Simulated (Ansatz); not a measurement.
**C₃H₈AlN: up Jacob's ladder to CCSD(T)**

An exercise on one series of results from a longer session: the logs are not shown, and one member is left open.

Computed with Ansatz 0.2.0, Gaussian basis. Level: functionals in def2-TZVPP, the program's frozen cores in correlated methods.

The runs, in order: LDA (SPW92), PBE-D4, revPBE-D4, BLYP-D4, r2SCAN-D4, B97M-V, PBE0-D4, B3LYP-D4, r2SCANh-D4, r2SCAN0-D4, HSE06-D4, BHLYP-D4, CAM-B3LYP-D4, LC-ωPBE, ωB97X-V, ωB97M-V, B2PLYP, PBE-QIDH; CCSD(T)/def2-SVP; CCSD(T)/def2-TZVPP; MP2/def2-QZVPP; extrapolation to the limit; RPA on PBE.

**Structure used throughout**

All runs share one geometry, relaxed beforehand with PBE0-D4 in a triple-zeta def2 set.

SMILES `N/C=C/[CH2][AlH2]`, 13 atoms, charge 0, spin multiplicity 1.

Atoms are counted from 1 here; the program's logs count them from 0.

Bond lengths: N1–C2 1.375 Å, N1–H6 1.008 Å, N1–H7 1.006 Å, C2–C3 1.357 Å, C2–H8 1.087 Å, C3–C4 1.492 Å, C3–H9 1.089 Å, C4–Al5 1.966 Å, C4–H10 1.085 Å, C4–H11 1.088 Å, Al5–H12 1.588 Å, Al5–H13 1.589 Å. Angles: C2–N1–H6 116.2°, C2–N1–H7 116.0°, H6–N1–H7 112.9°, N1–C2–C3 125.8°, N1–C2–H8 114.1°, C3–C2–H8 119.6°, C2–C3–C4 124.8°, C2–C3–H9 117.3°, C4–C3–H9 117.5°, C3–C4–Al5 79.1°, C3–C4–H10 112.8°, C3–C4–H11 114.3°, Al5–C4–H10 120.7°, Al5–C4–H11 115.0°, H10–C4–H11 111.3°, C4–Al5–H12 120.7°, C4–Al5–H13 117.0°, H12–Al5–H13 122.2°.

The first run:

in.yaml

```yaml
crystal:
  periodic: [false, false, false]
  atoms:
    - {symbol: N, position_ang: [-1.042616, -1.022007, 1.702240]}
    - {symbol: C, position_ang: [-0.481364, -0.801112, 0.466062]}
    - {symbol: C, position_ang: [0.720284, -0.215387, 0.232411]}
    - {symbol: C, position_ang: [1.310136, 0.009854, -1.119919]}
    - {symbol: Al, position_ang: [-0.115141, 1.364472, -1.104448]}
    - {symbol: H, position_ang: [-0.660059, -0.488696, 2.466960]}
    - {symbol: H, position_ang: [-2.046972, -1.077206, 1.726990]}
    - {symbol: H, position_ang: [-1.029016, -1.251955, -0.357546]}
    - {symbol: H, position_ang: [1.240258, 0.217471, 1.085979]}
    - {symbol: H, position_ang: [2.354112, 0.303282, -1.079387]}
    - {symbol: H, position_ang: [1.157183, -0.811674, -1.817352]}
    - {symbol: H, position_ang: [0.097587, 2.757901, -0.372224]}
    - {symbol: H, position_ang: [-1.483792, 0.980355, -1.814867]}
basis:
  gaussian: {orbitals: def2-TZVPP}
hamiltonian: {xc: lda}
output: {orbitals: {seedname: orbitals}}
```

Steps of the session up to this table: LDA; PBE-D4 (GGA); revPBE-D4 (GGA); BLYP-D4 (GGA); r2SCAN-D4 (meta-GGA); B97M-V (meta-GGA); PBE0-D4 (hybrid); B3LYP-D4 (hybrid); r2SCANh-D4 (hybrid); r2SCAN0-D4 (hybrid); HSE06-D4 (hybrid); BHLYP-D4 (hybrid); CAM-B3LYP-D4 (range-separated); LC-ωPBE (range-separated); ωB97X-V (range-separated); ωB97M-V (range-separated); B2PLYP (double hybrid); PBE-QIDH (double hybrid).

One table of the session follows, with a row left open; its other results are not shown here.

It belongs to the step «Orbital energies across the functionals». 

```
  functional  HOMO (eV)  gap (eV)
 LDA (SPW92)      -4.99      3.69
      PBE-D4      -4.83      3.74
   revPBE-D4      -4.77      3.76
     BLYP-D4      -4.68      3.71
   r2SCAN-D4      -4.99      4.17
      B97M-V      -5.06      4.14
     PBE0-D4      -5.85      5.55
    B3LYP-D4          ?         ?
  r2SCANh-D4      -5.38      4.84
  r2SCAN0-D4      -5.96      5.85
    HSE06-D4      -5.46      4.80
    BHLYP-D4      -6.75      7.25
CAM-B3LYP-D4      -7.07      7.68
     LC-ωPBE      -8.33      9.99
     ωB97X-V      -8.00      9.56
     ωB97M-V      -7.91      9.17
```

**Question.** Estimate the row for B3LYP-D4.

Worked estimate for «HOMO (eV)». Against the share of exact exchange, BLYP-D4 (0, -4.68), BHLYP-D4 (0.5, -6.75) give a slope of -4.14 per unit share; at 0.2 the line stands at -5.51.

**Answer.** HOMO (eV): -5.66; gap (eV): 5.15. In «HOMO (eV)» the line misses by +0.15.
